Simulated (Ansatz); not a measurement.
**CdBrCl: vertical ionisation energy**

The task here is to estimate one member of a computed series from the others.

Method: unrestricted cation, the program's frozen cores in correlated methods; program: Ansatz 0.2.0, Gaussian basis.

The runs, in order: UKS PBE-D4/def2-TZVPP; UKS r2SCAN-D4/def2-TZVPP; UKS PBE0-D4/def2-TZVPP; UKS B3LYP-D4/def2-TZVPP; UKS wB97X-V/def2-TZVPP; UKS wB97M-V/def2-TZVPP; UKS B2PLYP/def2-TZVPP; UHF-CCSD(T)/def2-TZVPP; UHF-CCSD(T)/def2-QZVPP; extrapolation to the limit; then −ε(HOMO) from the neutral's earlier runs with LDA (SPW92), PBE-D4, revPBE-D4, BLYP-D4, r2SCAN-D4, B97M-V, PBE0-D4, B3LYP-D4, r2SCANh-D4, r2SCAN0-D4, HSE06-D4, BHLYP-D4, CAM-B3LYP-D4, LC-ωPBE, ωB97X-V, ωB97M-V.

### The geometry

All runs share one geometry, relaxed beforehand with PBE0-D4 in a triple-zeta def2 set. Cd takes the def2 core potential; no spin-orbit term is included.

SMILES `[Cl][Cd][Br]`, 3 atoms, charge 0, spin multiplicity 1.

Atoms are counted from 1 here; the program's logs count them from 0.

Bond lengths: Cl1–Cd2 2.269 Å, Cd2–Br3 2.396 Å. Angles: Cl1–Cd2–Br3 180.0°.

Coordinates:

```
Cl    0.4780    2.1842    0.4917
Cd    0.0050    0.0188    0.0046
Br   -0.4939   -2.2678   -0.5095
```

Set-up of the first run:

Input file in.yaml:

```yaml
crystal:
  periodic: [false, false, false]
  atoms:
    - {symbol: Cl, position_ang: [0.477955, 2.184223, 0.491716]}
    - {symbol: Cd, position_ang: [0.004994, 0.018768, 0.004596]}
    - {symbol: Br, position_ang: [-0.493948, -2.267790, -0.509512]}
basis:
  gaussian: {orbitals: def2-TZVPP}
total_charge: 1
magnetization: {spin_polarized: true, initial_magnetization: 1}
hamiltonian: {xc: pbe, dispersion: d4}
```

Launch:

```console
$ ansatz run in.yaml --threads 2 --pin off --events-out ev --progress --plain --max-ram 32768MiB --backend cpu
```

Among the steps run: Cation, UKS PBE-D4/def2-TZVPP; Cation, UKS r2SCAN-D4/def2-TZVPP; Cation, UKS PBE0-D4/def2-TZVPP; Cation, UKS B3LYP-D4/def2-TZVPP; Cation, UKS wB97X-V/def2-TZVPP; Cation, UKS wB97M-V/def2-TZVPP; Cation, UKS B2PLYP (frozen core)/def2-TZVPP; Cation, UHF-CCSD(T)/def2-TZVPP; Cation, UHF-CCSD(T)/def2-QZVPP.

One table of the session follows, with a row left open; its other results are not shown here.

Orbital estimates, from the neutral's runs:

```
  functional  −ε(HOMO) (eV)
 LDA (SPW92)           7.48
      PBE-D4           7.28
   revPBE-D4           7.21
     BLYP-D4           7.10
   r2SCAN-D4           7.60
      B97M-V           7.63
     PBE0-D4           8.54
    B3LYP-D4           8.28
  r2SCANh-D4              ?
  r2SCAN0-D4           8.76
    HSE06-D4           8.14
    BHLYP-D4           9.64
CAM-B3LYP-D4           9.86
     LC-ωPBE          11.25
     ωB97X-V          10.89
     ωB97M-V          10.74
```

Estimate the missing values for r2SCANh-D4.

Worked estimate for «−ε(HOMO) (eV)». Against the share of exact exchange, r2SCAN-D4 (0, 7.60), r2SCAN0-D4 (0.25, 8.76) give a slope of 4.64 per unit share; at 0.1 the line stands at 8.06.

The run gave: −ε(HOMO) (eV): 8.06. In «−ε(HOMO) (eV)» the line misses by 0.00.

To keep in mind: The cation may have settled in a state other than its lowest; no search over hole states beyond the program's own was made.
